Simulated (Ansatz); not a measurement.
# HfN: the cost of one run

Program: Ansatz 0.2.0. Level of theory: DFT PBEsol, scalar-relativistic, plane waves, PAW. These are calculated values, not measurements.

2 further runs of the same task are left out: 2 set aside as unsound or not needed. Runs told in other sessions of the task aren't counted.

**1. The structure to begin with**

The structure is cubic, space group Fm-3m (No. 225). Conventional cell: a = 4.518 Å, b = 4.518 Å, c = 4.518 Å, α = 90.00°, β = 90.00°, γ = 90.00°. Around Hf (site symmetry m-3m) lie 6 N at 2.26 Å. Around N (site symmetry m-3m) lie 6 Hf at 2.26 Å.

As a file:

```xyz
2
Lattice="0.0000 2.2590 2.2590 2.2590 0.0000 2.2590 2.2590 2.2590 0.0000" Properties=species:S:1:pos:R:3 pbc="T T T"
Hf    0.0000    0.0000    0.0000
N     2.2590    2.2590    2.2590
```

Source of the structure: the Crystallography Open Database.

**8. Setting up the map**

The energy is mapped over two normal modes frozen in (zone-centre modes of the cell shown, which folds in the wave vector (0, 1/2, 1/2) of the primitive cell).

First coordinate, amplitude of mode 4 (147 cm⁻¹), largest displacement: 7 values from −0.064 Å. Second coordinate, amplitude of mode 11 (507 cm⁻¹), largest displacement: 7 values from −0.067 Å.

Nothing else is relaxed (the cell and all other modes fixed). Energies count from the relaxed high-symmetry cell. Points are written as (first, second).

Displacement patterns for an amplitude of 1 (Å):

| atom | x1 | y1 | z1 | x2 | y2 | z2 |
| --- | --- | --- | --- | --- | --- | --- |
| Hf1 | 0.000 | 1.000 | 0.000 | 0.000 | 0.043 | 0.000 |
| Hf2 | 0.000 | -1.000 | 0.000 | 0.000 | -0.043 | 0.000 |
| N3 | 0.000 | -0.546 | 0.000 | 0.000 | 1.000 | 0.000 |
| N4 | 0.000 | 0.546 | 0.000 | 0.000 | -1.000 | 0.000 |

(The set-up runs are not shown.)

**9. Point (−0.043 Å, −0.067 Å)**

Input file input.yaml:

```yaml
crystal:
  lattice:
    - [0.0, -2.2508000098, -2.2508000098]
    - [0.0, 2.2508000098, -2.2508000098]
    - [4.5016000196, 0.0, 0.0]
  atoms:
    - { symbol: Hf, position: [0.5101229892, 0.4898770108, 0.5] }
    - { symbol: Hf, position: [-0.0101229892, 0.0101229892, 0.0] }
    - { symbol: "N", position: [0.509706532, 0.490293468, 0.0] }
    - { symbol: "N", position: [-0.009706532, 0.009706532, 0.5] }
basis:
  ecutwfc: 520.0
kpoints:
  mp_grid: { grid: [14, 14, 10] }
hamiltonian:
  xc: pbesol
  pseudopotentials: { kind: paw, azcp: { folder: soft_1 } }
scf:
  occupations: { method: gaussian, width: 0.15 }
output:
  forces: true
  stress: true
  eigenvalues: true
```

Started as:

```console
> ansatz run input.yaml --threads 2 --pin off --max-ram 4096MiB --backend cpu --events-out ev --progress --plain --runs-dir out
```

What time and memory should one allow on 2 threads of Arm Neoverse N1, shared host?

About 39 s, with a peak of 0.76 GiB.
